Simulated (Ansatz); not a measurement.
# C5H8Cl2Si2: small, medium and large basis sets

Aim: see how fast density functionals converge with the basis set for C5H8Cl2Si2.

Computed with Ansatz 0.2.0, Gaussian basis. Level: one geometry, several basis sets.

Plan: PBE0-D4/def2-SVP; ωB97M-V/def2-SVP; PBE0-D4/def2-QZVPP; ωB97M-V/def2-QZVPP; the functionals' def2-TZVPP values are taken from earlier runs.

**1. The geometry**

All runs share one geometry, relaxed beforehand with PBE0-D4 in a triple-zeta def2 set.

SMILES `C=C[Si@H](Cl)C#C[Si@H](C)Cl`, 17 atoms, charge 0, spin multiplicity 1.

Atoms are counted from 1 here; the program's logs count them from 0.

Bond lengths: C1–C2 1.330 Å, C1–H10 1.086 Å, C1–H11 1.087 Å, C2–Si3 1.844 Å, C2–H12 1.088 Å, Si3–Cl4 2.056 Å, Si3–C5 1.822 Å, Si3–H13 1.480 Å, C5–C6 1.214 Å, C6–Si7 1.824 Å, Si7–C8 1.852 Å, Si7–Cl9 2.057 Å, Si7–H14 1.480 Å, C8–H15 1.092 Å, C8–H16 1.093 Å, C8–H17 1.092 Å. Angles: C2–C1–H10 122.2°, C2–C1–H11 121.8°, H10–C1–H11 116.1°, C1–C2–Si3 121.3°, C1–C2–H12 119.3°, Si3–C2–H12 119.4°, C2–Si3–Cl4 110.5°, C2–Si3–C5 110.8°, C2–Si3–H13 110.1°, Cl4–Si3–C5 107.2°, Cl4–Si3–H13 108.3°, C5–Si3–H13 109.9°, Si3–C5–C6 178.6°, C5–C6–Si7 178.4°, C6–Si7–C8 110.4°, C6–Si7–Cl9 108.0°, C6–Si7–H14 108.5°, C8–Si7–Cl9 109.9° and more.

As a file:

```xyz
17
charge 0, multiplicity 1
C     1.6986    0.8463   -3.6826
C     1.8140    0.5827   -2.3839
Si    0.9141    1.5802   -1.1211
Cl    2.2423    2.5390    0.1216
C    -0.1265    0.5113   -0.0744
C    -0.8174   -0.2232    0.6023
Si   -1.8415   -1.3005    1.6603
C    -1.2902   -1.1866    3.4246
Cl   -1.6361   -3.2332    0.9871
H     2.2159    0.2632   -4.4391
H     1.0788    1.6606   -4.0481
H     2.4455   -0.2426   -2.0623
H     0.0767    2.6045   -1.7836
H    -3.2613   -0.9214    1.4836
H    -0.2431   -1.4814    3.5169
H    -1.3939   -0.1590    3.7821
H    -1.8950   -1.8402    4.0567
```

**2. PBE0-D4 in def2-SVP**

in.yaml reads:

```yaml
crystal:
  periodic: [false, false, false]
  atoms:
    - {symbol: C, position_ang: [1.698621, 0.846286, -3.682633]}
    - {symbol: C, position_ang: [1.813957, 0.582689, -2.383892]}
    - {symbol: Si, position_ang: [0.914120, 1.580211, -1.121092]}
    - {symbol: Cl, position_ang: [2.242296, 2.538973, 0.121578]}
    - {symbol: C, position_ang: [-0.126503, 0.511291, -0.074400]}
    - {symbol: C, position_ang: [-0.817401, -0.223175, 0.602346]}
    - {symbol: Si, position_ang: [-1.841480, -1.300471, 1.660322]}
    - {symbol: C, position_ang: [-1.290176, -1.186642, 3.424552]}
    - {symbol: Cl, position_ang: [-1.636129, -3.233204, 0.987126]}
    - {symbol: H, position_ang: [2.215882, 0.263184, -4.439111]}
    - {symbol: H, position_ang: [1.078768, 1.660554, -4.048129]}
    - {symbol: H, position_ang: [2.445464, -0.242641, -2.062301]}
    - {symbol: H, position_ang: [0.076719, 2.604533, -1.783581]}
    - {symbol: H, position_ang: [-3.261319, -0.921421, 1.483584]}
    - {symbol: H, position_ang: [-0.243077, -1.481425, 3.516940]}
    - {symbol: H, position_ang: [-1.393869, -0.158970, 3.782085]}
    - {symbol: H, position_ang: [-1.894971, -1.840171, 4.056705]}
basis:
  gaussian: {orbitals: def2-SVP}
hamiltonian: {xc: pbe0, dispersion: d4}
output: {orbitals: {seedname: orbitals}}
```

Further steps of the session: ωB97M-V in def2-SVP; PBE0-D4 in def2-QZVPP; ωB97M-V in def2-QZVPP.

Q: Predict the results of all the runs planned. Wanted: PBE0-D4: double and triple zeta above quadruple; ωB97M-V: double and triple zeta above quadruple.

**Answer**, as computed:

```
                                       quantity           value
PBE0-D4: double and triple zeta above quadruple  21.73, 1.56 eV
ωB97M-V: double and triple zeta above quadruple  21.85, 1.46 eV
```

What this shows: For PBE0-D4 the step from double to triple zeta gains 20.18 eV and the next only 1.56 eV. These are total energies; as a rule much of such shifts cancels in differences, which this series doesn't test.
